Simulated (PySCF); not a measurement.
# A gas-phase reaction: AsH3S2 + H2Si → AsH5S2Si

Wanted: the reaction energy for `S[AsH]S` + `[SiH2]` → `[SiH3][As](S)S`.

Programs: PySCF 2.14.0. All values are calculated, for the isolated system unless a continuum is named. Atoms count from 0, parts from 1.

## 1. The system as given

Each species was relaxed by itself at PBE0-D3(BJ)/def2-SVP.

## 2. Energies of the species: wB97M-D3(BJ)/def2-TZVPD

Job settings and geometry (Å):

```
{"job": {"kind": "react", "xc": "wB97M-D3(BJ)", "basis": "def2-TZVPD"}, "charge": 0, "multiplicity": 1}
-1 AsH3S2 charge 0 multiplicity 1
S      0.621560     1.730910    -0.391150
As    -0.563970    -0.174660    -0.611530
S     -0.381340    -1.204800     1.386100
H      1.668270     1.259470    -1.103210
H     -1.840420     0.529470    -0.173140
H      0.499660    -2.119740     0.926030

-1 H2Si charge 0 multiplicity 1
Si    -0.011680     0.709250     0.006740
H     -1.105130    -0.366810    -0.008210
H      1.087320    -0.361130    -0.007700

+1 AsH5S2Si charge 0 multiplicity 1
Si    -1.032700     0.652720    -1.017530
As     0.827020    -0.586190    -0.203320
S      1.553900     1.152760     1.044440
S     -0.462900    -1.780240     1.217380
H     -1.786440     1.259660     0.119040
H     -1.907500    -0.284700    -1.779850
H     -0.506120     1.718220    -1.919030
H      2.819800     0.688740     1.139110
H      0.434390    -2.781770     1.352850
```

With the program's defaults for keys left out, this is: wB97M-D3(BJ)/def2-TZVPD reaction energy of separated species, gas phase.

Command:

```
$ OMP_NUM_THREADS=1 python cluster_run.py task.json out
```

One launch serves the whole session: the jobs run in the order shown.

The log of the run:

```text
species 1 (AsH3S2)
coarse grid: 27384 points
cycle   1  E = -3034.1778794558  dE = -6.814e-01  |g| = 4.939e-01  |ddm| = 1.980e+00
cycle   2  E = -3034.1957404129  dE = -1.786e-02  |g| = 4.703e-01  |ddm| = 6.356e-01
cycle   3  E = -3034.2253750361  dE = -2.963e-02  |g| = 3.212e-02  |ddm| = 3.043e-01
cycle   4  E = -3034.2257383154  dE = -3.633e-04  |g| = 1.057e-02  |ddm| = 4.498e-02
cycle   5  E = -3034.2258126126  dE = -7.430e-05  |g| = 4.881e-03  |ddm| = 2.175e-02
cycle   6  E = -3034.2258279260  dE = -1.531e-05  |g| = 1.201e-03  |ddm| = 1.006e-02
cycle   7  E = -3034.2258299102  dE = -1.984e-06  |g| = 3.719e-04  |ddm| = 4.673e-03
final grid: 52688 points
cycle   8  E = -3034.2258101152  dE = -2.219e-07  |g| = 2.324e-04  |ddm| = 2.537e-03
cycle   9  E = -3034.2258101582  dE = -4.303e-08  |g| = 1.706e-04  |ddm| = 7.138e-04
cycle  10  E = -3034.2258101685  dE = -1.027e-08  |g| = 6.186e-05  |ddm| = 1.996e-04
cycle  11  E = -3034.2258101747  dE = -6.189e-09  |g| = 2.661e-05  |ddm| = 3.056e-04
cycle  12  E = -3034.2258101750  dE = -3.047e-10  |g| = 3.594e-06  |ddm| = 6.388e-05
converged SCF energy = -3034.2258101750

species 2 (H2Si)
coarse grid: 11360 points
cycle   1  E = -290.6496697005  dE = -2.796e-01  |g| = 1.447e-01  |ddm| = 9.908e-01
cycle   2  E = -290.6557721961  dE = -6.102e-03  |g| = 6.014e-02  |ddm| = 2.090e-01
cycle   3  E = -290.6562970752  dE = -5.249e-04  |g| = 8.629e-03  |ddm| = 6.662e-02
cycle   4  E = -290.6563316930  dE = -3.462e-05  |g| = 2.010e-03  |ddm| = 1.939e-02
cycle   5  E = -290.6563356519  dE = -3.959e-06  |g| = 4.090e-04  |ddm| = 6.737e-03
final grid: 22672 points
cycle   6  E = -290.6563439959  dE = -2.266e-07  |g| = 1.939e-04  |ddm| = 1.540e-03
cycle   7  E = -290.6563440320  dE = -3.615e-08  |g| = 8.052e-05  |ddm| = 6.075e-04
cycle   8  E = -290.6563440380  dE = -5.912e-09  |g| = 3.432e-05  |ddm| = 2.374e-04
cycle   9  E = -290.6563440395  dE = -1.532e-09  |g| = 2.067e-06  |ddm| = 1.946e-04
cycle  10  E = -290.6563440395  dE = -3.297e-12  |g| = 5.856e-07  |ddm| = 8.810e-06
converged SCF energy = -290.6563440395

species 3 (AsH5S2Si)
coarse grid: 38736 points
cycle   1  E = -3324.9255094054  dE = -7.003e-01  |g| = 4.960e-01  |ddm| = 2.401e+00
cycle   2  E = -3324.9471162532  dE = -2.161e-02  |g| = 4.572e-01  |ddm| = 6.538e-01
cycle   3  E = -3324.9754316145  dE = -2.832e-02  |g| = 4.190e-02  |ddm| = 3.143e-01
cycle   4  E = -3324.9759826208  dE = -5.510e-04  |g| = 1.293e-02  |ddm| = 6.149e-02
cycle   5  E = -3324.9760750305  dE = -9.241e-05  |g| = 4.575e-03  |ddm| = 2.744e-02
cycle   6  E = -3324.9760884795  dE = -1.345e-05  |g| = 1.457e-03  |ddm| = 1.022e-02
cycle   7  E = -3324.9760906005  dE = -2.121e-06  |g| = 6.035e-04  |ddm| = 4.714e-03
final grid: 75352 points
cycle   8  E = -3324.9761469997  dE = -3.744e-07  |g| = 4.164e-04  |ddm| = 3.527e-03
cycle   9  E = -3324.9761470825  dE = -8.280e-08  |g| = 3.443e-04  |ddm| = 1.119e-03
cycle  10  E = -3324.9761471172  dE = -3.467e-08  |g| = 8.676e-05  |ddm| = 3.335e-04
cycle  11  E = -3324.9761471286  dE = -1.140e-08  |g| = 5.339e-05  |ddm| = 3.797e-04
cycle  12  E = -3324.9761471302  dE = -1.598e-09  |g| = 3.968e-06  |ddm| = 1.684e-04
cycle  13  E = -3324.9761471302  dE = -8.640e-12  |g| = 1.364e-06  |ddm| = 1.994e-05
converged SCF energy = -3324.9761471302

Reaction energy = -61.256 kcal/mol
```

Wall time 70 s (1 thread of Arm Neoverse N1, shared host); peak memory 0.81 GiB.

Species by species (with the dispersion term, which the log's SCF energies lack):

```csv
ν,species,energy (Eh),HOMO (eV)
-1,S[AsH]S,-3034.23276,-9.43
-1,[SiH2],-290.65770,-9.06
+1,[SiH3][As](S)S,-3324.98808,-9.41
```

## 3. Energies of the species: PBE0-D3(BJ)/def2-TZVPD

Settings changed since step 2:

```diff
@@ -1,2 +1,2 @@
-{"job": {"kind": "react", "xc": "wB97M-D3(BJ)", "basis": "def2-TZVPD"}, "charge": 0, "multiplicity": 1}
+{"job": {"kind": "react", "xc": "PBE0", "basis": "def2-TZVPD", "disp": "d3bj"}, "charge": 0, "multiplicity": 1}
 -1 AsH3S2 charge 0 multiplicity 1
```

With the program's defaults for keys left out, this is: PBE0-D3(BJ)/def2-TZVPD reaction energy of separated species, gas phase.

The log of the run:

```text
species 1 (AsH3S2)
coarse grid: 27384 points
cycle   1  E = -3033.5417403475  dE = -6.180e-01  |g| = 4.772e-01  |ddm| = 2.000e+00
cycle   2  E = -3033.5182152551  dE =  2.353e-02  |g| = 5.789e-01  |ddm| = 7.289e-01
cycle   3  E = -3033.5728556732  dE = -5.464e-02  |g| = 6.671e-02  |ddm| = 4.619e-01
cycle   4  E = -3033.5741276293  dE = -1.272e-03  |g| = 1.981e-02  |ddm| = 8.387e-02
cycle   5  E = -3033.5742627377  dE = -1.351e-04  |g| = 3.379e-03  |ddm| = 2.059e-02
cycle   6  E = -3033.5742655794  dE = -2.842e-06  |g| = 1.505e-03  |ddm| = 3.873e-03
final grid: 52688 points
cycle   7  E = -3033.5742709226  dE =  3.248e-07  |g| = 1.872e-03  |ddm| = 3.306e-03
cycle   8  E = -3033.5742702315  dE =  6.911e-07  |g| = 2.407e-03  |ddm| = 3.542e-03
cycle   9  E = -3033.5742720293  dE = -1.798e-06  |g| = 2.244e-04  |ddm| = 2.053e-03
cycle  10  E = -3033.5742720382  dE = -8.878e-09  |g| = 1.961e-05  |ddm| = 1.775e-04
cycle  11  E = -3033.5742720383  dE = -1.232e-10  |g| = 4.404e-06  |ddm| = 2.422e-05
converged SCF energy = -3033.5742720383

species 2 (H2Si)
coarse grid: 2864 points
cycle   1  E = -290.4818874041  dE = -1.976e-01  |g| = 1.357e-01  |ddm| = 1.034e+00
cycle   2  E = -290.4850936591  dE = -3.206e-03  |g| = 7.548e-02  |ddm| = 2.316e-01
cycle   3  E = -290.4864043384  dE = -1.311e-03  |g| = 7.866e-03  |ddm| = 7.693e-02
cycle   4  E = -290.4864194426  dE = -1.510e-05  |g| = 5.319e-04  |ddm| = 8.327e-03
cycle   5  E = -290.4864195377  dE = -9.511e-08  |g| = 8.688e-05  |ddm| = 9.613e-04
final grid: 22672 points
cycle   6  E = -290.4862789190  dE = -2.072e-06  |g| = 5.889e-04  |ddm| = 3.957e-03
cycle   7  E = -290.4862789582  dE = -3.920e-08  |g| = 3.628e-04  |ddm| = 9.261e-04
cycle   8  E = -290.4862789764  dE = -1.818e-08  |g| = 1.142e-05  |ddm| = 3.020e-04
cycle   9  E = -290.4862789764  dE = -6.594e-11  |g| = 6.435e-06  |ddm| = 2.920e-05
converged SCF energy = -290.4862789764

species 3 (AsH5S2Si)
coarse grid: 38736 points
cycle   1  E = -3324.1329589835  dE = -6.533e-01  |g| = 4.764e-01  |ddm| = 2.386e+00
cycle   2  E = -3324.1119348292  dE =  2.102e-02  |g| = 5.630e-01  |ddm| = 7.168e-01
cycle   3  E = -3324.1623664543  dE = -5.043e-02  |g| = 8.193e-02  |ddm| = 4.637e-01
cycle   4  E = -3324.1643394996  dE = -1.973e-03  |g| = 2.384e-02  |ddm| = 1.063e-01
cycle   5  E = -3324.1645367315  dE = -1.972e-04  |g| = 4.516e-03  |ddm| = 2.614e-02
cycle   6  E = -3324.1645413626  dE = -4.631e-06  |g| = 2.032e-03  |ddm| = 5.318e-03
final grid: 75352 points
cycle   7  E = -3324.1646207977  dE =  8.263e-07  |g| = 2.653e-03  |ddm| = 4.856e-03
cycle   8  E = -3324.1646191195  dE =  1.678e-06  |g| = 3.530e-03  |ddm| = 5.324e-03
cycle   9  E = -3324.1646229946  dE = -3.875e-06  |g| = 2.719e-04  |ddm| = 3.098e-03
cycle  10  E = -3324.1646230081  dE = -1.355e-08  |g| = 2.836e-05  |ddm| = 2.291e-04
cycle  11  E = -3324.1646230084  dE = -2.410e-10  |g| = 7.404e-06  |ddm| = 3.547e-05
converged SCF energy = -3324.1646230084

Reaction energy = -67.809 kcal/mol
```

It took 37 s on 1 thread of Arm Neoverse N1, shared host; peak memory 0.73 GiB.

Reaction energy at this level: -67.81 kcal/mol.

## 4. Comparing the runs

Energies in kcal/mol, with wall time:

```csv
run,reaction,time
wB97M-D3(BJ)/def2-TZVPD,-61.26,70 s
PBE0-D3(BJ)/def2-TZVPD,-67.81,37 s
```

## 5. Summary of results

| quantity | value |
| --- | --- |
| reaction energy (wB97M-D3(BJ)/def2-TZVPD) | -61.26 kcal/mol |
| ΔH, ΔG at 298 K (xTB thermal terms) | -58.7, -48.3 kcal/mol |
| range of the reaction energy over the runs of this table | -67.81 to -61.26 kcal/mol |

**Reading.** The reaction is exothermic by 58.7 kcal/mol in the gas phase; dispersion gives -2.27, and xTB itself gave -57.06 for the electronic energy (xTB energies and thermal terms come from the earlier relaxation of each species, not shown). No barrier was sought. The reaction energy runs from -67.81 (PBE0-D3(BJ)/def2-TZVPD) to -61.26 kcal/mol (wB97M-D3(BJ)/def2-TZVPD).
